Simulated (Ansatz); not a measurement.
# C2H7ClSSi: one species, many methods

An exercise on one series of results from a longer session: the logs are not shown, and one member is left open.

The runs use Ansatz 0.2.0, Gaussian basis; functionals in def2-TZVPP, the program's frozen cores in correlated methods.

Levels to be run: PBE-D4, r2SCAN-D4, PBE0-D4, B3LYP-D4, ωB97X-V, ωB97M-V, B2PLYP; CCSD(T)/def2-TZVPP; MP2/def2-QZVPP; extrapolation to the limit.

## The geometry

All runs share one geometry, relaxed beforehand with PBE0-D4 in a triple-zeta def2 set.

SMILES `CCS[SiH2]Cl`, 12 atoms, charge 0, spin multiplicity 1.

Atoms are counted from 1 here; the program's logs count them from 0.

Bond lengths: C1–C2 1.513 Å, C1–H6 1.094 Å, C1–H7 1.091 Å, C1–H8 1.092 Å, C2–S3 1.829 Å, C2–H9 1.092 Å, C2–H10 1.091 Å, S3–Si4 2.107 Å, Si4–Cl5 2.061 Å, Si4–H11 1.481 Å, Si4–H12 1.479 Å. Angles: C2–C1–H6 110.0°, C2–C1–H7 111.0°, C2–C1–H8 111.5°, H6–C1–H7 108.4°, H6–C1–H8 107.8°, H7–C1–H8 107.9°, C1–C2–S3 114.0°, C1–C2–H9 111.1°, C1–C2–H10 112.0°, S3–C2–H9 103.9°, S3–C2–H10 108.3°, H9–C2–H10 107.1°, C2–S3–Si4 101.3°, S3–Si4–Cl5 111.8°, S3–Si4–H11 113.3°, S3–Si4–H12 106.0°, Cl5–Si4–H11 105.2°, Cl5–Si4–H12 109.2° and more.

Set-up of the first run:

Contents of in.yaml:

```yaml
crystal:
  periodic: [false, false, false]
  atoms:
    - {symbol: C, position_ang: [-0.590795, 0.274220, 1.534787]}
    - {symbol: C, position_ang: [0.738238, 0.432470, 0.829206]}
    - {symbol: S, position_ang: [1.219396, -1.010726, -0.186765]}
    - {symbol: Si, position_ang: [-0.014343, -0.755457, -1.875830]}
    - {symbol: Cl, position_ang: [0.348469, 1.038788, -2.823798]}
    - {symbol: H, position_ang: [-0.787105, 1.147158, 2.163762]}
    - {symbol: H, position_ang: [-0.594570, -0.614000, 2.168680]}
    - {symbol: H, position_ang: [-1.413681, 0.183110, 0.823409]}
    - {symbol: H, position_ang: [1.554160, 0.531666, 1.547490]}
    - {symbol: H, position_ang: [0.760211, 1.320254, 0.194612]}
    - {symbol: H, position_ang: [-1.458562, -0.735820, -1.547408]}
    - {symbol: H, position_ang: [0.315582, -1.866763, -2.794247]}
basis:
  gaussian: {orbitals: def2-TZVPP}
hamiltonian: {xc: pbe, dispersion: d4}
output: {forces: true, orbitals: {seedname: orbitals}}
```

Launch:

```console
$ ansatz run in.yaml --threads 4 --pin off --events-out ev --progress --plain --max-ram 10444MiB
```

Steps of the session up to this table: PBE-D4 (GGA); r2SCAN-D4 (meta-GGA); PBE0-D4 (hybrid); B3LYP-D4 (hybrid); ωB97X-V (range-separated); ωB97M-V (range-separated); B2PLYP (double hybrid); CCSD(T) in def2-TZVPP; MP2 in def2-QZVPP.

One of the session's tables, all rows but one given; the rest of the session is left out.

```
            method  atomisation energy (eV)
            PBE-D4                   44.340
         r2SCAN-D4                        ?
           PBE0-D4                   43.948
          B3LYP-D4                   43.694
           ωB97X-V                   44.051
           ωB97M-V                   44.038
            B2PLYP                   43.191
     HF/def2-TZVPP                   32.880
    MP2/def2-TZVPP                   43.187
   CCSD/def2-TZVPP                   42.121
CCSD(T)/def2-TZVPP                   42.711
           MP2/CBS                   44.354
       CCSD(T)/CBS                   43.878
```

**Question.** Estimate the row for r2SCAN-D4.

As computed: atomisation energy (eV): 43.992. In the column «atomisation energy (eV)» it lies between PBE0-D4 (43.948) and ωB97M-V (44.038).
